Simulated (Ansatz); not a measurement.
Below is the output of a Python script on Ansatz's Python interface that makes harmonic frequencies at the relaxed geometry of CH4SeTe, SMILES [SeH]C[TeH]. Write a script that gives it. Use (for the species named): CAM-B3LYP, def2-SVP basis, multiplicity 1.

```xyz
7

Se   -1.7290   -0.6865    0.6550
C    -0.0954    0.2841    0.3676
Te    1.2475   -0.9983   -0.6717
H    -1.9476   -0.6987   -0.8762
H    -0.2632    1.1944   -0.2528
H     0.3366    0.5862    1.3504
H     2.5123    0.2507   -0.6179
```

```console
$ python ch4sete_freq.py
pair        before    after (A)
Se0-C1       1.9218   1.9460
Se0-H3       1.5468   1.4696
C1-Te2       2.1279   2.1681
C1-H4        1.1143   1.0947
C1-H5        1.1153   1.0959
Te2-H6       1.7784   1.6670
mode  1     117.7 1/cm    14.59 meV
mode  2     155.4 1/cm    19.27 meV
mode  3     220.2 1/cm    27.30 meV
mode  4     491.5 1/cm    60.94 meV
mode  5     632.0 1/cm    78.35 meV
mode  6     653.2 1/cm    80.98 meV
mode  7     722.0 1/cm    89.52 meV
mode  8     857.7 1/cm   106.34 meV
mode  9    1086.8 1/cm   134.75 meV
mode 10    1151.1 1/cm   142.72 meV
mode 11    1418.9 1/cm   175.93 meV
mode 12    2137.4 1/cm   265.00 meV
mode 13    2460.6 1/cm   305.08 meV
mode 14    3130.6 1/cm   388.14 meV
mode 15    3211.9 1/cm   398.23 meV
imaginary modes: 0  zero-point energy: 1.1436 eV
H(298 K) - E = 1.3169 eV
S(298 K, 1 bar) = 332.2 J/(mol K) with symmetry number 1
```

One script that gives this output:

The script, `ch4sete_freq.py`:
```python
# -*- coding: utf-8 -*-
"""Vibrations and zero-point energy of CH4SeTe."""

import itertools
import warnings

import ansatz as az
from ase import Atoms
from ase.data import atomic_numbers, covalent_radii
from ase.thermochemistry import IdealGasThermo
import numpy as np


def main():
    warnings.simplefilter("ignore", az.DeckWarning)

    geometry_ang = [
        ("Se", [-1.729, -0.6865, 0.655]),
        ("C", [-0.0954, 0.2841, 0.3676]),
        ("Te", [1.2475, -0.9983, -0.6717]),
        ("H", [-1.9476, -0.6987, -0.8762]),
        ("H", [-0.2632, 1.1944, -0.2528]),
        ("H", [0.3366, 0.5862, 1.3504]),
        ("H", [2.5123, 0.2507, -0.6179]),
    ]
    molecule = az.Crystal.molecule()
    for symbol, xyz in geometry_ang:
        molecule = molecule.atom(symbol, xyz)

    model = (
        molecule.calculation()
        .basis(gaussian="def2-SVP")
        .functional("cam_b3lyp")
    )
    symbols = [site.symbol for site in molecule.cartesian_sites]
    start = np.array([site.position_ang for site in molecule.cartesian_sites], dtype=float)
    rep = model.relax(force_tolerance=0.003).run().report
    end = np.array(rep["positions_ang"])

    # pairs closer than 1.2 times the sum of covalent radii, before or after
    radius = [covalent_radii[atomic_numbers[s]] for s in symbols]
    span = lambda where, i, j: np.linalg.norm(where[i] - where[j])
    bonded = [(i, j) for i, j in itertools.combinations(range(len(symbols)), 2) if min(span(start, i, j), span(end, i, j)) < 1.2 * (radius[i] + radius[j])]
    print("pair        before    after (A)")
    for i, j in bonded:
        print(f"{symbols[i]}{i}-{symbols[j]}{j}".ljust(10), f"{span(start, i, j):8.4f} {span(end, i, j):8.4f}")

    # frequencies need a stationary point, so they are taken at the relaxed geometry
    minimum = az.Crystal.molecule()
    for symbol, place in zip(symbols, end):
        minimum = minimum.atom(symbol, place.tolist())
    vibrating = (
        minimum.calculation()
        .basis(gaussian="def2-SVP")  # the orbital basis, by name
        .functional("cam_b3lyp")
        .phonons(temperatures=(298.15, 498.15, 100))
    )
    vib = vibrating.run().report["vibrations"]
    sums = vib["harmonic_sums"]
    modes = [m["omega_inv_cm"] for m in sums["modes_at_gamma"] if m["rigid_motion"] == "no"]
    for number, w in enumerate(modes, start=1):
        print(f"mode {number:2d} {w:9.1f} 1/cm {w / 8065.544 * 1000:8.2f} meV")
    print("imaginary modes:", sum(w < 0 for w in modes), " zero-point energy:", round(sums["zero_point_energy_ev"], 4), "eV")
    # rigid rotor and ideal gas, symmetry number taken as one
    gas = IdealGasThermo(vib_energies=[w / 8065.544 for w in modes if w > 0], geometry="linear" if len(modes) == 3 * len(symbols) - 5 else "nonlinear",
                         atoms=Atoms(symbols, positions=end), symmetrynumber=1, spin=0.0)
    print(f"H(298 K) - E = {gas.get_enthalpy(298.15, verbose=False):.4f} eV")
    print(f"S(298 K, 1 bar) = {96485.33 * gas.get_entropy(298.15, 1e5, verbose=False):.1f} J/(mol K) with symmetry number 1")


if __name__ == "__main__":
    main()
```

Notes:
- The frequencies are harmonic and unscaled, in a modest basis.
- def2 sets replace the cores of elements past krypton by effective core potentials.
- The result belongs to the one conformer reached from this start, and soft torsions count as harmonic oscillators.
- The entropy takes a symmetry number of 1; a symmetric molecule's is lower by R ln(sigma).
- Hardware and time: 3.5 min on 1 thread of Arm Neoverse V2 (shared host), peak memory 0.38 GiB.
